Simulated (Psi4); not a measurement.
# A workflow on C2H7Ga (SMILES C[CH2][GaH2]), part 3 of 3

Psi4 1.11. The steps go on from the part before.

## Step 5: All runs side by side

```
run                                                                  level  geom maxiter  max force g convergence   energy (Eh)  dipole moment (D)  HOMO energy (eV)  LUMO energy (eV)  wall time
  1                                      PBE-D4/def2-SVP (density fitting)            60                   0.0005  -2004.533484               0.91             -6.25             -2.22       42 s
  2                                    PBE0-D4/def2-TZVP (density fitting)            50                   0.0002  -2004.929920               0.78             -7.51             -1.38    2.4 min
  3                                    PBE0-D4/def2-TZVP (density fitting)             –                        –  -2004.929920               0.78                 –                 –     11 min
  4                                    PBE-D4/def2-TZVPP (density fitting)             –                        –  -2004.873537               0.84             -6.33             -2.20       31 s
  5                                 r2SCAN-D4/def2-TZVPP (density fitting)             –                        –  -2005.220193               0.83             -6.57             -1.90       98 s
  6                                  B3LYP-D4/def2-TZVPP (density fitting)             –                        –  -2005.354954               0.80             -7.32             -1.68       23 s
  7                                   PBE0-D4/def2-TZVPP (density fitting)             –                        –  -2004.931989               0.79             -7.51             -1.38       24 s
  8                                   wB97M-V/def2-TZVPP (density fitting)             –                        –  -2005.119082               0.74             -9.78              0.25      100 s
  9  CCSD(T)/def2-TZVPP (density fitting, density fitting for correlation)             –                        –  -2003.716322                  –            -10.36              1.37    6.1 min
 10      MP2/def2-QZVPP (density fitting, density fitting for correlation)             –                        –  -2003.975052                  –            -10.36              1.09       14 s
```

## Step 6: Summary of results

This closing draws on all 3 parts.

```
                                                            quantity           value
                                run 10, MP2/def2-QZVPP: total energy  -2003.97505 Eh
         run 10, MP2/def2-QZVPP: HOMO energy (Hartree–Fock orbitals)       -10.36 eV
         run 10, MP2/def2-QZVPP: LUMO energy (Hartree–Fock orbitals)         1.09 eV
       run 10, MP2/def2-QZVPP: HOMO–LUMO gap (Hartree–Fock orbitals)        11.45 eV
run 10, MP2/def2-QZVPP: correlation energy (11 core orbitals frozen)      -864.9 mEh
```

**Reading.** Over runs 3, 4, 5, 6, 7, 8 the dipole moment (its size) runs from 0.74 D (wB97M-V/def2-TZVPP) to 0.84 D (PBE-D4/def2-TZVPP). Over runs 4, 5, 6, 7, 8 the HOMO–LUMO gap runs from 4.12 eV (PBE-D4/def2-TZVPP) to 10.02 eV (wB97M-V/def2-TZVPP). Totals of different functionals can't be ranked against each other. All runs together took 25 min, the longest 11 min.
